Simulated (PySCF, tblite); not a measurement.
**C₆H₇PS: geometry, infrared bands and NMR shifts**

What infrared bands and NMR shifts should C₆H₇PS (`C/C=P/c1cccs1`) show?

Programs: tblite 0.8.0 and PySCF 2.14.0, with density-fitted response routines of our own. Each step states its level of theory. These are calculated values for one molecule in the gas phase, unless marked as measured. Atoms count from 0, in the outputs and in this text.

## (1) The molecule as given

15 atoms, charge 0, multiplicity 1; geometry from: force field or distance geometry start.

Bonds of the start (Å): C0–C1 1.51, C1–P2 1.72, P2–C3 1.86, C3–C4 1.39, C4–C5 1.44, C5–C6 1.38, C6–S7 1.72, S7–C3 1.69, C0–H8 1.09, C0–H9 1.09, C0–H10 1.09, C1–H11 1.09, C4–H12 1.08, C5–H13 1.07, C6–H14 1.08.

## (2) Optimising the geometry with GFN2-xTB

The job: settings as JSON, then the geometry in Å.

```
{"job": {"kind": "relax", "xc": "GFN2-xTB", "basis": "xTB"}, "charge": 0, "multiplicity": 1}
C      3.626800     0.007700     0.064300
C      2.145600     0.169100    -0.206800
P      0.835500    -0.464700     0.704400
C     -0.916900    -0.134300     0.178900
C     -2.006000    -0.623800     0.882500
C     -3.235400    -0.225900     0.255500
C     -3.016400     0.541500    -0.873700
S     -1.341500     0.776500    -1.173700
H      4.088000    -0.471800    -0.799500
H      3.799900    -0.590300     0.963700
H      4.057300     1.000800     0.189200
H      1.876900     0.756200    -1.084000
H     -1.946400    -1.224500     1.782400
H     -4.211300    -0.488000     0.621700
H     -3.760600     0.979600    -1.526800
```

Command:

```bash
> OMP_NUM_THREADS=1 python probes_run.py task.json out
```

The driver reads the jobs from task.json and runs them one after another.

**Question.** This job is followed by: GFN2-xTB harmonic vibrations, gas phase; GIAO PBE0/pcSseg-1 NMR shielding, non-relativistic, gas phase. What will the session give for the following? strongest single infrared mode (GFN2-xTB); zero-point energy (GFN2-xTB); 13C shifts against TMS (PBE0/pcSseg-1); 1H shifts against TMS (PBE0/pcSseg-1, means over atoms taken as alike); 31P shifts against H3PO4 (PBE0/pcSseg-1); 33S shifts against CS2 (PBE0/pcSseg-1); surface potential, 1st and 99th percentile.

As calculated:

```
                                                              quantity                                        value
                             strongest single infrared mode (GFN2-xTB)                         1327 cm⁻¹, 35 km/mol
                                          zero-point energy (GFN2-xTB)                                68.3 kcal/mol
                                13C shifts against TMS (PBE0/pcSseg-1)  192.9, 157.9, 140.7, 138.0, 132.4, 25.0 ppm
1H shifts against TMS (PBE0/pcSseg-1, means over atoms taken as alike)             9.61, 7.37, 7.34, 7.14, 2.52 ppm
                              31P shifts against H3PO4 (PBE0/pcSseg-1)                                    232.6 ppm
                                33S shifts against CS2 (PBE0/pcSseg-1)                                      230 ppm
                                 surface potential, 1st and 99th percentile                           -0.65 V and 1.07 V
```

What this shows: Over 41 steps the energy fell by 0.546 eV; of the close pairs, C3–S7 changed most, 1.685 to 1.743 Å. No mode is imaginary among the 39: a minimum at this level. GFN2-xTB is a fitted tight-binding method: band positions and strengths are rough. Its intensities can rank the bands wrongly. At PBE0/pcSseg-1: The widest tensor belongs to P2: span 709 ppm, with a paramagnetic part of -883 ppm. NICS(1)zz of -23 ppm above the planar ring from C3 marks a diatropic (aromatic) ring current. At PBE0/pcSseg-1, counted by nearest atom on the grid, the HOMO lies on C1 25 %; P2 16 %, the LUMO on P2 27 %; C1 25 %.
